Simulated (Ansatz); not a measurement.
Working through a single point in a Gaussian basis of C2H4BrNSn, SMILES BrC1=[C]([SnH3])N1

With the Ansatz DFT code, driven from Python.

Run as a notebook:

In [1]:
```python
import ansatz as az
from ase import Atoms
```

In [2]:
```python
atoms = Atoms(["Br", "C", "C", "Sn", "N", "H", "H", "H", "H"], positions=[
    (0.0796, -1.5986, 3.0553),
    (0.6019, -0.57, 1.5174),
    (0.3061, -0.0429, 0.2651),
    (-0.9447, 0.2852, -1.3147),
    (1.5981, 0.1618, 0.8392),
    (-1.9237, 1.7597, -1.0178),
    (-0.1042, 0.4253, -2.8087),
    (-2.0826, -1.0646, -1.4192),
    (2.558, 0.598, 0.8664),
])
c2h4brnsn = az.Crystal.molecule_from_ase(atoms)
```

In [3]:
```python
calc = (
    c2h4brnsn.calculation()
    .basis(gaussian="def2-SVP")
    .functional("pbe0", dispersion="d4")
)
r = calc.session().plan(threads=1).execute().report
```

In [4]:
```python
print("reference energy %16.6f eV" % r["reference_energy_ev"])
print("total energy     %16.6f eV" % r["free_energy_ev"])
print("occupied orbitals outside the frozen core (up, down):", r["n_occupied"], " frozen:", r["n_frozen"], " virtual:", r["n_virtual"])
```
```text
reference energy    -79476.679034 eV
total energy        -79476.877808 eV
occupied orbitals outside the frozen core (up, down): [40, 40]  frozen: 0  virtual: [80, 80]
```

In [5]:
```python
field = r["mean_field"]
print("<S^2> =", round(abs(field["state"]["spin_squared"]), 4), " all-electron relativity setting:", field["relativity"])
print("passes:", field["passes"])
if "symmetry" in field:
    print("occupied orbitals by irrep:", field["symmetry"]["occupied"])
```
```text
<S^2> = 0.0  all-electron relativity setting: none
passes: {'evaluations': 18, 'products': 15}
occupied orbitals by irrep: [{'A': 40}, {'A': 40}]
```

What to keep in mind:
- Total energies depend on the basis set; only differences at equal settings carry meaning.
- The geometry is a force-field or estimated start, not a minimum of this method, and the basis set is short of its limit.
- def2 sets replace the cores of elements past krypton by effective core potentials.
- Total less reference energy is the dispersion correction.
- Wall time of the script: 6.3 s on 1 thread of Arm Neoverse V1, on a shared host, peak memory 0.36 GiB.
